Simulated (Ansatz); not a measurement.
**HfS (triplet): wave-function methods side by side, def2-TZVPP**

An exercise on one series of results from a longer session: the logs are not shown, and one member is left open.

The runs use Ansatz 0.2.0, Gaussian basis; def2-TZVPP, core rule «outside noble gas», up to 9 orbitals frozen.

To be run: UHF; CCSD(T) on ROHF; CCSD(T) on UHF; CCSDT(Q) on ROHF; CCSDT(Q) on UHF.

10 further runs of the same task are left out: 6 for a known fault of the program, 4 set aside as unsound or not needed.

## What is computed

The geometry is a PBE0/def2-TZVP stationary point (not a proven minimum) of the parent state, kept for this charge and spin. No spin-orbit coupling is included. Elements past krypton take def2 core potentials.

2 atoms, charge 0, spin multiplicity 3.

Atoms are counted from 1 here; the program's logs count them from 0.

Bond lengths: Hf1–S2 2.164 Å.

Set-up of the first run:

in.yaml reads:

```yaml
crystal:
  periodic: [false, false, false]
  atoms:
    - {symbol: Hf, position_ang: [0.000000, 0.000000, 0.000000]}
    - {symbol: S, position_ang: [0.000000, 0.000000, 2.163711]}
basis:
  gaussian: {orbitals: def2-TZVPP}
magnetization: {spin_polarized: true, initial_magnetization: 2}
hamiltonian: {xc: hf}
output: {orbitals: {seedname: orbitals}}
```

On the command line:

```sh
> ansatz run in.yaml --threads 1 --pin off --events-out ev --progress --plain --max-ram 2560MiB --backend cpu
```

Steps of the session up to this table: UHF; CCSD(T) on ROHF; CCSD(T) on UHF; CCSDT(Q) on ROHF; CCSDT(Q) on UHF.

One of the session's tables, all rows but one given; the rest of the session is left out.

```
   method  from RCCSDT(Q) (kcal/mol)
     ROHF                    +170.27
      UHF                          ?
     RMP2                     +19.96
     UMP2                     +18.46
    RCCSD                     +12.19
    UCCSD                     +10.66
 RCCSD(T)                      +0.79
 UCCSD(T)                      -0.65
   RCCSDT                      +0.46
   UCCSDT                      -1.01
RCCSDT(Q)                          0
UCCSDT(Q)                      -1.88
```

Estimate the missing values for UHF.

The run gave: from RCCSDT(Q) (kcal/mol): +167.72. In the column «from RCCSDT(Q) (kcal/mol)» it lies between RMP2 (+19.96) and ROHF (+170.27).

Caveats from the session: Restricted and unrestricted rows rest on different reference determinants; where their highest levels disagree by more than a few hundredths of an eV, they describe different states and don't form one ladder.
